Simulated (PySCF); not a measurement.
# H4Tb (Tb(H)4): the cost of one run

Program: PySCF 2.14.0. Level of theory: PBE0, Tb lcecp-2-SVP with ECP53, H def2-SVP; scalar-relativistic core potentials, no spin–orbit coupling. These are calculated values, not measurements.

1 further run of the same task is left out (for a known fault of the program).

### 1 The system as given

5 atoms, charge 0, spin multiplicity 1.

Bond lengths: Tb1–H2 2.060 Å, Tb1–H3 2.060 Å, Tb1–H4 2.060 Å, Tb1–H5 2.060 Å. Angles: H2–Tb1–H3 109.5°, H2–Tb1–H4 109.5°, H2–Tb1–H5 109.5°, H3–Tb1–H4 109.5°, H3–Tb1–H5 109.5°, H4–Tb1–H5 109.5°.

Geometry (Å):

| atom | x (Å) | y (Å) | z (Å) |
| --- | --- | --- | --- |
| Tb1 | 0.00000 | 0.00000 | 0.00000 |
| H2 | 1.18930 | 1.18930 | 1.18930 |
| H3 | -1.18930 | -1.18930 | 1.18930 |
| H4 | 1.18930 | -1.18930 | -1.18930 |
| H5 | -1.18930 | 1.18930 | -1.18930 |

Formal oxidation states: Tb +4. Each metal's 7 4f electrons lie in its core potential, so multiplicities, spins and levels count the valence alone.

### 2 SCF at the start, singlet

run.py (the lines that set the calculation) reads:

```python
mol = gto.M(atom='''
Tb     0.00000     0.00000     0.00000
H      1.18930     1.18930     1.18930
H     -1.18930    -1.18930     1.18930
H      1.18930    -1.18930    -1.18930
H     -1.18930     1.18930    -1.18930''',
    basis={'Tb': 'lcecp-2-SVP', 'H': 'def2-SVP'},
    ecp={'Tb': 'lcecp-2-SVP'},
    charge=0, spin=0)
mf = dft.RKS(mol, xc='PBE0')
mf.grids.atom_grid = (50, 194)  # f atoms: unpruned, at least (60, 302)
mf = mf.density_fit()  # fitting sets: Tb AutoAux, H def2-universal-JKFIT
mf.conv_tol = 1e-08; mf.max_cycle = 55
mf.kernel(dm0)  # dm0: free metal ions and neutral atoms
```

Launch:

```bash
$ OMP_NUM_THREADS=2 python run.py
```

Q: Estimate wall time and peak memory on 2 threads of AMD EPYC 9R45 (Zen 5), shared host.

About 1 s, with a peak of 0.34 GiB.
